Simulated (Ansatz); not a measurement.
# Ga5N2: the cost of one run

Method: DFT PBE, scalar-relativistic, plane waves, PAW, in Ansatz 0.2.0.

**1. The system as given**

Symmetry: F-43m, No. 216, cubic system. The conventional cell has a = 7.437 Å, b = 7.437 Å, c = 7.437 Å, α = 90.00°, β = 90.00°, γ = 90.00°. Ga (site symmetry 3m) has 1 N at 1.96 Å and 3 Ga at 2.05 Å in its first shell of neighbours. Around Ga (site symmetry -43m) lie 12 Ga at 3.04 Å and 4 N at 3.22 Å. N (site symmetry -43m) has 16 Ga at 3.16 to 3.22 Å and 4 N at 3.22 Å in its first shell of neighbours. Around N (site symmetry -43m) lie 4 Ga at 1.96 Å.

Coordinates:

```
Ga N
1.0
     0.00000    3.71845    3.71845
     3.71845    0.00000    3.71845
     3.71845    3.71845    0.00000
Ga N
5 2
Cartesian
  4.4445 4.4445 4.4445
  2.9924 2.9924 4.4445
  2.9924 4.4445 2.9924
  4.4445 2.9924 2.9924
  1.8592 1.8592 1.8592
  0.0000 0.0000 0.0000
  5.5777 5.5777 5.5777
```

The cell is invented: random cell by space group and Wyckoff sites (F-43m, No. 216). Lengths come from tabulated atomic sizes and are only a guess.

**2. Probe: one point on a coarse mesh**

input.yaml reads:

```yaml
crystal:
  lattice:
    - [0.0, 3.71845362, 3.71845362]
    - [3.71845362, 0.0, 3.71845362]
    - [3.71845362, 3.71845362, 0.0]
  atoms:
    - { symbol: Ga, position: [0.59763178, 0.59763178, 0.59763178] }
    - { symbol: Ga, position: [0.59763178, 0.59763178, 0.20710467] }
    - { symbol: Ga, position: [0.59763178, 0.20710467, 0.59763178] }
    - { symbol: Ga, position: [0.20710467, 0.59763178, 0.59763178] }
    - { symbol: Ga, position: [0.25, 0.25, 0.25] }
    - { symbol: "N", position: [0.0, 0.0, 0.0] }
    - { symbol: "N", position: [0.75, 0.75, 0.75] }
basis:
  ecutwfc: 420
kpoints:
  mp_grid: { grid: [4, 4, 4] }
hamiltonian:
  xc: pbe
scf:
  occupations: { method: gaussian, width: 0.1 }
  lower_state_search: "off"
output:
  forces: true
  stress: true
  eigenvalues: true
```

Started as:

```bash
ansatz run input.yaml --threads 1 --pin off --max-ram 2560MiB --backend cpu --events-out ev --progress --plain --runs-dir out
```

**Question.** How long does this run take on 1 thread of Arm Neoverse N1, shared host, and how much memory does it need?

About 7.4 s, with a peak of 0.31 GiB.
